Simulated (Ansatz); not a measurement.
# Au: the cost of one run

Computed with the Python package of Ansatz 0.2.0. Level of theory: DFT PBEsol, plane waves, PAW.

This is Au in the bcc structure; at room conditions it is fcc.

## (1) The structure

Au Im-3m: It takes space group Im-3m (No. 229, cubic). Conventional cell: a = 3.230 Å, b = 3.230 Å, c = 3.230 Å, α = 90.00°, β = 90.00°, γ = 90.00°. Au (site symmetry m-3m) is surrounded by 8 Au at 2.80 Å.

Au Fd-3m: It takes space group Fd-3m (No. 227, cubic). The conventional cell has a = 5.600 Å, b = 5.600 Å, c = 5.600 Å, α = 90.00°, β = 90.00°, γ = 90.00°. Au (site symmetry -43m) has 4 Au at 2.42 Å as nearest neighbours.

The script holds or builds the structure itself.

## (2) Script

au.py

```python
'''Pressure at which two phases of Au cross.'''

import csv
import warnings

import ansatz as az
import numpy as np


def bcc(a_site, a):
    return (
        az.Lattice.bcc(a)
        .space_group(229)
        .atom(a_site, (0, 0, 0))
        .primitive()
    )


def diamond(A, a):
    return az.Crystal.diamond(A, a=a)


def compute(name, crystal, pressure=0.0):
    calc = (
        crystal.calculation()
        .functional(az.Functional.PBESOL)
        .basis(17 * az.Ha)
        .kpoints(spacing=0.27)
        .occupations('gaussian', width=0.05)
    )
    calc = calc.relax(force_tolerance=0.03, cell=True, pressure=pressure)
    return calc.run(threads=1)


def volume_per_atom(outcome):
    return abs(np.linalg.det(outcome.lattice.cell_ang)) / len(outcome.lattice.sites)

warnings.simplefilter('ignore', az.DeckWarning)

phases = {}
phases['bcc'] = bcc('Au', 3.23)
phases['diamond'] = diamond('Au', 5.6)

# H = E + PV, with 1 eV per cubic angstrom equal to 160.2 GPa
pressures = [0, 5, 10, 20]
enthalpy, volume = {name: [] for name in phases}, {name: [] for name in phases}
for p in pressures:
    for name, crystal in phases.items():
        o = compute(name, crystal, pressure=p)
        volume[name].append(volume_per_atom(o))
        enthalpy[name].append(o.report['energy_sigma0_ev'] / len(o.lattice.sites) + p * volume[name][-1] / 160.21766)
gap = np.array(enthalpy['diamond']) - np.array(enthalpy['bcc'])
rows = [(p, va, vb, 1000 * d) for p, va, vb, d in zip(pressures, volume['bcc'], volume['diamond'], gap)]
with open('transition.csv', 'w', newline='') as handle:
    writer = csv.writer(handle)
    writer.writerow(['P (GPa)', 'V bcc (A^3/atom)', 'V diamond (A^3/atom)', 'H(diamond) - H(bcc) (meV/atom)'])
    writer.writerows([round(v, 4) if isinstance(v, float) else v for v in row] for row in rows)
print(open('transition.csv').read())
crossings = [p0 - g0 * (p1 - p0) / (g1 - g0) for p0, p1, g0, g1 in zip(pressures, pressures[1:], gap, gap[1:]) if g0 * g1 < 0]
print('crossing near', [round(float(p), 1) for p in crossings], 'GPa') if crossings else print('no crossing in this range')
```

## (3) What the engine is handed

The engine receives this input (first run):

```yaml
crystal:
  lattice:
    bravais: bcc
    a: 3.23
  space_group: 229
  atoms:
    - { symbol: Au, position: [0.0, 0.0, 0.0] }
  reduce_to_primitive: true
basis:
  ecutwfc: 462.593566181796
kpoints:
  mp_grid:
    kspacing: 0.27
hamiltonian:
  xc: pbesol
scf:
  occupations:
    method: gaussian
    width: 0.05
relax:
  f_tol: 0.03
  cell:
    p_target: 0.0
```

## (4) The run

Command:

```bash
> python au.py
```

Q: Estimate wall time and peak memory on 1 thread of Arm Neoverse V2, shared host.

About 44 s, with a peak of 0.41 GiB.
